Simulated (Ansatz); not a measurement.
# ZnIr: the cost of one run

Method: DFT PBEsol, scalar-relativistic, plane waves, PAW, in Ansatz 0.2.0.

## (1) The structure to begin with

The structure is hexagonal, space group P-6m2 (No. 187). The conventional cell has a = 2.777 Å, b = 2.777 Å, c = 4.164 Å, α = 90.00°, β = 90.00°, γ = 120.00°. Zn (site symmetry -6m2) has 6 Ir at 2.63 Å and 6 Zn at 2.78 Å as nearest neighbours. Around Ir (site symmetry -6m2) lie 6 Zn at 2.63 Å and 6 Ir at 2.78 Å.

Structure file:

```xyz
2
Lattice="2.7772 0.0000 0.0000 -1.3886 2.4051 0.0000 0.0000 0.0000 4.1639" Properties=species:S:1:pos:R:3 pbc="T T T"
Zn    1.3886    0.8017    2.0819
Ir    0.0000    0.0000    0.0000
```

The structure comes from the Materials Project (structure only).

## (2) A distortion that keeps the symmetry

What differs from the listed cell: strain xx, yy, zz, yz, xz, xy = -3.2, -3.2, -1.7, +0.0, +0.0, +0.0 %.

Contents of input.yaml:

```yaml
crystal:
  lattice:
    - [2.6882537861, 0.0, 0.0]
    - [-1.3441268931, 2.3280960706, 0.0]
    - [0.0, 0.0, 4.0929931376]
  atoms:
    - { symbol: Zn, position: [0.66666667, 0.33333333, 0.5] }
    - { symbol: Ir, position: [0.0, 0.0, 0.0] }
basis:
  ecutwfc: 420
kpoints:
  mp_grid: { grid: [18, 18, 10] }
hamiltonian:
  xc: pbesol
scf:
  occupations: { method: gaussian, width: 0.1 }
output:
  forces: true
  stress: true
  eigenvalues: true
```

Run with:

```bash
ansatz run input.yaml --threads 1 --pin off --max-ram 1331MiB --backend cpu --events-out ev --progress --plain --runs-dir out
```

What time and memory should one allow on 1 thread of an x86-64 CPU, shared host?

About 5 s, with a peak of 0.53 GiB.
